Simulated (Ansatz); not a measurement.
# CH₂BBrSi (SMILES C#[Si]BBr): one structure at several levels

The task here is to estimate one member of a computed series from the others.

Method: single points in def2-TZVPP; program: Ansatz 0.2.0, Gaussian basis.

Correlated methods freeze the cores. Filled d shells of the heavier atoms are correlated. B3LYP uses VWN-RPA correlation.

## Starting geometry

SMILES `C#[Si]BBr`, 6 atoms, charge 0, spin multiplicity 1.

Atoms are counted from 1 here; the program's logs count them from 0.

Bond lengths: C1–Si2 1.713 Å, C1–H5 1.066 Å, Si2–B3 1.913 Å, B3–Br4 1.909 Å, B3–H6 1.210 Å. Angles: Si2–C1–H5 126.0°, C1–Si2–B3 164.5°, Si2–B3–Br4 122.3°, Si2–B3–H6 122.3°, Br4–B3–H6 115.4°.

As a file:

```
C    -0.52210    1.75240   -1.31740
Si   -0.16000    0.37560   -0.36510
B     0.54150   -0.82280    0.95120
Br   -0.03880   -2.63630    1.09100
H    -1.21630    1.79040   -2.12560
H     1.38190   -0.48380    1.75280
```

The first run:

The input, run/in.yaml:

```yaml
crystal:
  periodic: [false, false, false]
  atoms:
    - {symbol: C, position_ang: [-0.522100, 1.752400, -1.317400]}
    - {symbol: Si, position_ang: [-0.160000, 0.375600, -0.365100]}
    - {symbol: B, position_ang: [0.541500, -0.822800, 0.951200]}
    - {symbol: Br, position_ang: [-0.038800, -2.636300, 1.091000]}
    - {symbol: H, position_ang: [-1.216300, 1.790400, -2.125600]}
    - {symbol: H, position_ang: [1.381900, -0.483800, 1.752800]}
basis:
  gaussian: {orbitals: def2-TZVPP}
correlation: {method: ccsd_t}
output: {forces: true}
```

The command line of these runs was not kept.

Among the steps run: CCSD(T)/def2-TZVPP; PBE0-D4/def2-TZVPP; wB97M-V/def2-TZVPP; r2SCAN-D4/def2-TZVPP; PBE-D4/def2-TZVPP; B3LYP-D4/def2-TZVPP; BHLYP-D4/def2-TZVPP.

One of the session's tables, all rows but one given; the rest of the session is left out.

| method | RMS force component (eV/Å) | angle to CCSD(T) forces (°) | dipole (D) |
| --- | --- | --- | --- |
| CCSD(T) | 0.870 | reference | 1.29 |
| PBE0-D4 | 1.047 | 12.9 | 1.71 |
| wB97M-V | 1.196 | 14.8 | 2.02 |
| r2SCAN-D4 | 0.962 | 10.5 | 1.56 |
| PBE-D4 | ? | ? | ? |
| B3LYP-D4 | 0.997 | 11.4 | 1.68 |
| BHLYP-D4 | 1.172 | 15.5 | 1.83 |

**Question.** Estimate the row for PBE-D4.

**Answer.** RMS force component (eV/Å): 0.873; angle to CCSD(T) forces (°): 11.9; dipole (D): 1.58. In the column «RMS force component (eV/Å)» it lies between CCSD(T) (0.870) and r2SCAN-D4 (0.962).
